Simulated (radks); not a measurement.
**Excited configurations of Se**

An exercise on one series of results from a longer session: the logs are not shown, and one member is left open.

The numbers are computed with radks (a radial shooting solver on a logarithmic mesh, Libxc functionals) version 1 (Dirac Kohn-Sham, PBE, spin-unpolarised, spherical densities, finite nucleus; open shells fill j = l - 1/2 first), except any that are marked as measured or tabulated.

### The system

| Property | Result |
| --- | --- |
| element | selenium (Z = 34) |
| charge | 0 |
| electrons | 34 |
| configuration | [Ar] 3d10 4s2 4p4 |
| nuclear rms radius | 4.14 fm |

Set-up of the first run:

Settings of this run:

```text
Z 34
configuration [Ar] 3d10 4s2 4p4
relativity Dirac
functional pbe,pbe
spin unpolarised
j_filling energy
nucleus finite rms 4.14 fm
c 137.035999084
```

Among the steps run: Ground configuration: [Ar] 3d10 4s2 4p4.

One of the session's tables, all rows but one given; the rest of the session is left out.

It belongs to the step «Ground configuration: [Ar] 3d10 4s2 4p4». From the orbitals of this run (lengths in bohr):

| level | <r> | outermost maximum (interpolated) | 90 % within | nodes |
| --- | --- | --- | --- | --- |
| 3s1/2 | 0.5739 | 0.502 | 0.856 | 2 |
| 3p1/2 | 0.5824 | 0.495 | 0.892 | 1 |
| 3p3/2 | 0.5930 | 0.503 | 0.908 | 1 |
| 3d3/2 | 0.6281 | 0.451 | 1.04 | 0 |
| 3d5/2 | 0.6325 | 0.454 | 1.05 | 0 |
| 4s1/2 | ? | ? | ? | ? |
| 4p1/2 | 2.271 | 1.79 | 3.54 | 2 |
| 4p3/2 | 2.323 | 1.82 | 3.62 | 2 |

**Question.** Estimate the row for 4s1/2.

As computed: <r>: 1.797; outermost maximum (interpolated): 1.51; 90 % within: 2.69; nodes: 3. In the column «<r>» it lies between 3d5/2 (0.6325) and 4p1/2 (2.271).

Caveats from the session: Spin polarisation and multiplet splitting are left out, so open shells lie too high by an amount that depends on their filling.
